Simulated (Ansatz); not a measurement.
# CH₃ClFY: taking an electron away

How much energy removes an electron from CH₃ClFY at fixed geometry? The cation is run at each level and the neutral's energy taken from earlier runs.

Computed with Ansatz 0.2.0, Gaussian basis. Level: unrestricted cation, the program's frozen cores in correlated methods.

The runs, in order: UKS PBE-D4/def2-TZVPP; UKS r2SCAN-D4/def2-TZVPP; UKS PBE0-D4/def2-TZVPP; UKS B3LYP-D4/def2-TZVPP; UKS wB97X-V/def2-TZVPP; UKS wB97M-V/def2-TZVPP; UKS B2PLYP/def2-TZVPP; UHF-CCSD(T)/def2-TZVPP; UHF-MP2/def2-QZVPP; extrapolation to the limit; then −ε(HOMO) from the neutral's earlier runs with LDA (SPW92), PBE-D4, revPBE-D4, BLYP-D4, r2SCAN-D4, B97M-V, PBE0-D4, B3LYP-D4, r2SCANh-D4, r2SCAN0-D4, HSE06-D4, BHLYP-D4, CAM-B3LYP-D4, LC-ωPBE, ωB97X-V, ωB97M-V.

### 1 Structure used throughout

An earlier PBE0-D4 in a triple-zeta def2 set relaxation fixed the geometry. Y takes the def2 core potential; no spin-orbit term is included.

SMILES `[CH3][Y]([F])[Cl]`, 7 atoms, charge 0, spin multiplicity 1.

Atoms are counted from 1 here; the program's logs count them from 0.

Bond lengths: C1–Y2 2.331 Å, C1–H5 1.099 Å, C1–H6 1.097 Å, C1–H7 1.099 Å, Y2–F3 1.982 Å, Y2–Cl4 2.469 Å. Angles: Y2–C1–H5 110.7°, Y2–C1–H6 114.3°, Y2–C1–H7 112.6°, H5–C1–H6 106.3°, H5–C1–H7 105.4°, H6–C1–H7 107.0°, C1–Y2–F3 114.3°, C1–Y2–Cl4 116.1°, F3–Y2–Cl4 124.1°.

### 2 Cation, UKS PBE-D4/def2-TZVPP

The input, in.yaml:

```yaml
crystal:
  periodic: [false, false, false]
  atoms:
    - {symbol: C, position_ang: [-0.178974, 1.084664, -0.048565]}
    - {symbol: Y, position_ang: [0.474725, -1.152649, -0.071417]}
    - {symbol: F, position_ang: [1.774309, -1.638166, 1.344083]}
    - {symbol: Cl, position_ang: [-1.116655, -2.740723, -1.091371]}
    - {symbol: H, position_ang: [-1.139089, 1.203758, 0.473683]}
    - {symbol: H, position_ang: [0.529117, 1.756461, 0.451771]}
    - {symbol: H, position_ang: [-0.343434, 1.486654, -1.058176]}
basis:
  gaussian: {orbitals: def2-TZVPP}
total_charge: 1
magnetization: {spin_polarized: true, initial_magnetization: 1}
hamiltonian: {xc: pbe, dispersion: d4}
```

On the command line:

```bash
$ ansatz run in.yaml --threads 2 --pin off --events-out ev --progress --plain --max-ram 22528MiB --backend cpu
```

After this run come: Cation, UKS r2SCAN-D4/def2-TZVPP; Cation, UKS PBE0-D4/def2-TZVPP; Cation, UKS B3LYP-D4/def2-TZVPP; Cation, UKS wB97X-V/def2-TZVPP; Cation, UKS wB97M-V/def2-TZVPP; Cation, UKS B2PLYP (frozen core)/def2-TZVPP; Cation, UHF-CCSD(T)/def2-TZVPP; Cation, UHF-MP2/def2-QZVPP.

Before running them: what should the planned runs give, taken together? Wanted: ionisation energy, CCSD(T)/CBS; nearest functional by difference; nearest −ε(HOMO); −ε(HOMO) of PBE; T1 of the cation.

**Answer**, as computed:

| quantity | value |
| --- | --- |
| ionisation energy, CCSD(T)/CBS | 9.51 eV |
| nearest functional by difference | ωB97M-V (-0.03 eV) |
| nearest −ε(HOMO) | ωB97X-V (+0.04 eV) |
| −ε(HOMO) of PBE | 5.90 eV |
| T1 of the cation | 0.016 |

**Reading.** By cation minus neutral, the functionals miss by 0.38 eV at most. −ε(HOMO) of PBE misses by 3.6 eV, since self-interaction lifts the level. Among orbital estimates ωB97X-V comes nearest. Hartree-Fock falls 1.29 eV short, as the neutral has more correlation energy than the cation. The cation may have settled in a state other than its lowest; no search over hole states beyond the program's own was made. Correlated methods include outer-core shells of Y, which these sets cover unevenly.
